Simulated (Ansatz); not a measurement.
# Pt: the cost of one run

Method: DFT LDA, scalar-relativistic, plane waves, PAW, in Ansatz 0.2.0.

The COD entry's cell or inner coordinates are ideal or old and differ from later refinements, so a difference from it is no clean test against experiment.

54 further runs of the same task are left out: 54 set aside as unsound or not needed.

### 1 The structure to begin with

Symmetry: Fm-3m, No. 225, cubic system. The conventional cell has a = 3.894 Å, b = 3.894 Å, c = 3.894 Å, α = 90.00°, β = 90.00°, γ = 90.00°. Pt (site symmetry m-3m) is surrounded by 12 Pt at 2.75 Å.

As a file:

```
Pt
1.0
     0.00000    1.94683    1.94683
     1.94683    0.00000    1.94683
     1.94683    1.94683    0.00000
Pt
1
Direct
  0.00000 0.00000 0.00000
```

This cell was relaxed beforehand with the same method: volume 14.76 Å³/atom, gap on the mesh none (metal).

### 2 Plan of the line

The energy is mapped over volume and the cell's shape.

First coordinate, volume per atom: 9 values from 12.99 to 16.53 Å³. Second coordinate, c/a of the conventional cell: 11 values from 0.610 to 1.131.

Nothing else is relaxed (symmetry fixes all fractional coordinates). Energies count from the relaxed crystal. Points are written as (first, second).

### 3 Grid point (16.09 Å³, 0.610)

Input file input.yaml:

```yaml
crystal:
  lattice:
    - [0.0, 2.3624506468, 1.4410948945]
    - [2.3624506468, 0.0, 1.4410948945]
    - [2.3624506468, 2.3624506468, 0.0]
  atoms:
    - { symbol: Pt, position: [0.0, 0.0, 0.0] }
basis:
  ecutwfc: 420
kpoints:
  mp_grid: { grid: [22, 22, 22] }
hamiltonian:
  xc: lda
scf:
  occupations: { method: gaussian, width: 0.15 }
output:
  forces: true
  stress: true
  eigenvalues: true
  write_density: true
  write_potential: true
  elf: true
  volumetric_format: npy
```

Started as:

```sh
$ ansatz run input.yaml --threads 1 --pin off --max-ram 2048MiB --backend cpu --events-out ev --progress --plain --runs-dir out
```

Q: Estimate wall time and peak memory on 1 thread of AMD EPYC 9R45 (Zen 5), shared host.

About 4.5 s, with a peak of 0.45 GiB.
